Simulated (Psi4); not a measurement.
# BHLYP/3-21G run of SnH4 (SMILES [H][Sn]([H])([H])[H])

Aim: the electrostatic solvation energy at fixed shape (IEF-PCM, dichloromethane) of SnH4 at BHLYP/3-21G, from 2 runs. 

Program for the calculation: Psi4 1.11.

7 further runs of the same task are left out: 1 that didn't finish, 6 set aside as unsound or not needed.

## (1) Starting point

SnH4 has 5 atoms, charge 0, and is taken as a singlet. SMILES: `[H][Sn]([H])([H])[H]`. Geometry: a GFN2-xTB relaxation, a rough one for these elements and not checked as a minimum.

Bond lengths: Sn1–H2 1.639 Å, Sn1–H3 1.638 Å, Sn1–H4 1.639 Å, Sn1–H5 1.638 Å. Angles: H2–Sn1–H3 109.3°, H2–Sn1–H4 109.5°, H2–Sn1–H5 109.5°, H3–Sn1–H4 109.4°, H3–Sn1–H5 109.5°, H4–Sn1–H5 109.5°.

## (2) A single-point energy at BHLYP/3-21G

Contents of input.inp:

```
memory 1600 mb

molecule m {
  0 1
  Sn
  H 1 r2
  H 1 r3 2 a3
  H 1 r4 3 a4 2 d4
  H 1 r5 3 a5 2 d5

  r2 = 1.638853
  r3 = 1.638367
  a3 = 109.32766
  r4 = 1.638786
  a4 = 109.44585
  d4 = 119.96289
  r5 = 1.637684
  a5 = 109.49448
  d5 = -119.95246
  units angstrom
  symmetry c1
}

set globals {
  scf_type pk
}

energy('bhhlyp/3-21G')
print_variables()
```

The run is started by

```
$ psi4 -i input.inp -o input.out -n 1
```

input.out:

```text
[...]
  Running in c1 symmetry.
[...]
  Nuclear repulsion =   65.782649492451924
[...]
  Multiplicity = 1
[...]
  Nalpha       = 27
  Nbeta        = 27
[...]
    Number of basis functions: 41
[...]
   @RKS iter   1: -6001.29758603367463   -4.17864e+00   1.61512e-02 ADIIS/DIIS
[...]
   @RKS iter   5: -6001.56581764252678   -2.26705e-07   8.47142e-07 DIIS
[...]
    Orbital Energies [Eh]
    ---------------------
    Doubly Occupied:
       1A   -1028.663883     2A   -153.618707     3A   -143.081408
       4A   -143.081407     5A   -143.081406     6A    -30.318008
       7A    -25.856787     8A    -25.856782     9A    -25.856780
      10A    -18.306518    11A    -18.306518    12A    -18.306513
      13A    -18.305921    14A    -18.305917    15A     -5.058313
      16A     -3.540369    17A     -3.540363    18A     -3.540359
      19A     -1.218594    20A     -1.218587    21A     -1.218564
      22A     -1.212141    23A     -1.212137    24A     -0.587309
      25A     -0.382784    26A     -0.382665    27A     -0.382419
[...]
  @RKS Final Energy: -6001.56581764252678
   => Energetics <=
    Nuclear Repulsion Energy =             65.7826494924519238
    One-Electron Energy =               -8407.9302016684196133
    Two-Electron Energy =                2423.1552882774758473
    DFT Exchange-Correlation Energy =     -82.5735537440360474
    Empirical Dispersion Energy =           0.0000000000000000
    VV10 Nonlocal Energy =                  0.0000000000000000
    Total Energy =                      -6001.5658176425276906
[...]
 Multipole Moments:
 ------------------------------------------------------------------------------------
     Multipole            Electronic (a.u.)      Nuclear  (a.u.)        Total (a.u.)
 ------------------------------------------------------------------------------------
 L = 1.  Multiply by 2.5417464519 to convert [e a0] to [Debye]
 Dipole X            :          0.0020448           -0.0012309            0.0008140
 Dipole Y            :         -0.0078879            0.0052300           -0.0026579
 Dipole Z            :         -0.0039759            0.0025609           -0.0014150
 Magnitude           :                                                    0.0031192
[...]
```

It took 1.4 s on 1 thread of AMD EPYC 9R45 (Zen 5), shared host; peak memory 0.29 GiB.

## (3) The energy at BHLYP/3-21G (IEF-PCM dichloromethane)

Contents of input.in:

```
memory 1.6 GB

molecule system {
  Sn    -0.00187083    -0.00043464    -0.00090707
  H      0.02265782    -0.03490324     3.09578713
  H      2.91148214     0.02033345    -1.04855233
  H     -1.47349505     2.53616364    -0.99615023
  H     -1.45877408    -2.52115921    -1.05019640
  units au
  symmetry c1
}

set scf_type pk
set pcm true

pcm = {
  Units = Angstrom
  Medium {
    SolverType = IEFPCM
    Solvent = Methylenechloride
  }
  Cavity {
    Type = GePol
    RadiiSet = UFF
    Scaling = False
    Area = 0.4
    Mode = Implicit
  }
}

e = energy('bhhlyp/3-21G')
print_variables()
```

The run is started by

```
$ psi4 -i input.in -o input.out -n 1
```

input.out:

```text
[...]
  Running in c1 symmetry.
[...]
  Nuclear repulsion =   65.782654277168177
[...]
  Multiplicity = 1
[...]
  Nalpha       = 27
  Nbeta        = 27
[...]
    Number of basis functions: 41
[...]
   @RKS iter   1: -6001.30158751999625   -4.18240e+00   1.60101e-02 DIIS/ADIIS
[...]
   @RKS iter   6: -6001.56875912900159   -1.06038e-08   8.44081e-08 DIIS
[...]
    Orbital Energies [Eh]
    ---------------------
    Doubly Occupied:
       1A   -1028.657160     2A   -153.611686     3A   -143.074431
       4A   -143.074430     5A   -143.074429     6A    -30.310648
       7A    -25.849436     8A    -25.849431     9A    -25.849427
      10A    -18.299226    11A    -18.299226    12A    -18.299220
      13A    -18.298624    14A    -18.298620    15A     -5.050358
      16A     -3.532350    17A     -3.532346    18A     -3.532342
      19A     -1.210363    20A     -1.210358    21A     -1.210334
      22A     -1.203912    23A     -1.203908    24A     -0.577171
      25A     -0.374280    26A     -0.374185    27A     -0.373953
[...]
  @RKS Final Energy: -6001.56875912900159
   => Energetics <=
    Nuclear Repulsion Energy =             65.7826542771681773
    One-Electron Energy =               -8407.6069976520775526
    Two-Electron Energy =                2422.8321392202069546
    DFT Exchange-Correlation Energy =     -82.5733794307365656
    Empirical Dispersion Energy =           0.0000000000000000
    VV10 Nonlocal Energy =                  0.0000000000000000
    PCM Polarization Energy =              -0.0031755435638031
    Total Energy =                      -6001.5687591290015916
[...]
 Multipole Moments:
 ------------------------------------------------------------------------------------
     Multipole            Electronic (a.u.)      Nuclear  (a.u.)        Total (a.u.)
 ------------------------------------------------------------------------------------
 L = 1.  Multiply by 2.5417464519 to convert [e a0] to [Debye]
 Dipole X            :         -0.0086134            0.0052465           -0.0033669
 Dipole Y            :         -0.0021230            0.0012189           -0.0009041
 Dipole Z            :         -0.0044373            0.0025332           -0.0019042
 Magnitude           :                                                    0.0039723
[...]
```

It took 1.6 s on 1 thread of AMD EPYC 9R45 (Zen 5), shared host; peak memory 0.3 GiB.

## (4) What came out

At BHLYP/3-21G:

| quantity | value |
| --- | --- |
| gas phase: total energy | -6001.56582 Eh |
| gas phase: dipole moment | 0.01 D |
| gas phase: HOMO energy | -10.41 eV |
| gas phase: LUMO energy | 2.36 eV |
| gas phase: HOMO–LUMO gap | 12.77 eV |
| IEF-PCM, dichloromethane: total energy | -6001.56876 Eh |
| IEF-PCM, dichloromethane: dipole moment | 0.01 D |
| IEF-PCM, dichloromethane: HOMO energy | -10.18 eV |
| IEF-PCM, dichloromethane: LUMO energy | 2.67 eV |
| IEF-PCM, dichloromethane: HOMO–LUMO gap | 12.85 eV |
| IEF-PCM, dichloromethane: solvent term in the energy | -8.3 kJ/mol |
| energy change from gas to solvent at fixed shape | -0.080 eV |

**Reading.** The solvent model (IEF-PCM, dichloromethane) lowers the energy by 0.08 eV (−7.7 kJ/mol) at the same shape. It holds the electrostatic part alone, without cavity or dispersion terms. Relativity is left out (gas phase) although the molecule holds a heavy atom. Relativity is left out (IEF-PCM, dichloromethane) although the molecule holds a heavy atom.
